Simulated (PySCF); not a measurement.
# C3H9GaO: the cost of one run

The runs use PySCF 2.14.0, with density-fitted response routines of our own; the level of theory stands in each step. All values are computed, except where a source is named. Atoms are numbered from 0 throughout.

## Step 1: Starting geometry

14 atoms, charge 0, multiplicity 1; geometry from: PBE0-D3(BJ)/def2-SVP.

Bonds of the start (Å): C0–C1 1.52, C1–C2 1.52, C2–O3 1.40, O3–Ga4 1.79, C0–H5 1.10, C0–H6 1.10, C0–H7 1.10, C1–H8 1.11, C1–H9 1.10, C2–H10 1.11, C2–H11 1.11, Ga4–H12 1.57, Ga4–H13 1.56.

## Step 2: X-ray photoelectron lines: SCAN, X2C

Job settings and geometry (Å):

```
{"job": {"kind": "xps"}, "charge": 0, "multiplicity": 1}
C     -1.727828     0.852276    -0.222682
C     -1.023300    -0.439075     0.157778
C      0.178333    -0.753924    -0.720412
O      1.124410     0.278082    -0.695345
Ga     2.658729     0.255748     0.216692
H     -2.137012     0.794844    -1.244391
H     -1.025626     1.698211    -0.196115
H     -2.562056     1.074243     0.459855
H     -0.682534    -0.387315     1.208058
H     -1.723901    -1.290574     0.103628
H      0.615936    -1.722294    -0.402423
H     -0.159911    -0.886790    -1.766169
H      2.986382    -1.074990     0.976376
H      3.466555     1.582609     0.110888
```

Level: delta-SCF UKS SCAN, pcX-2 on the ionised atom, pcseg-1 elsewhere, spin-free X2C.

Command:

```bash
> OMP_NUM_THREADS=1 python probes_run.py task.json out
```

This one command runs all jobs of the session in turn.

Q: Estimate the wall time and peak memory of this first job on 1 thread of Arm Neoverse V1, shared host.

About 29 s, with a peak of 0.61 GiB.
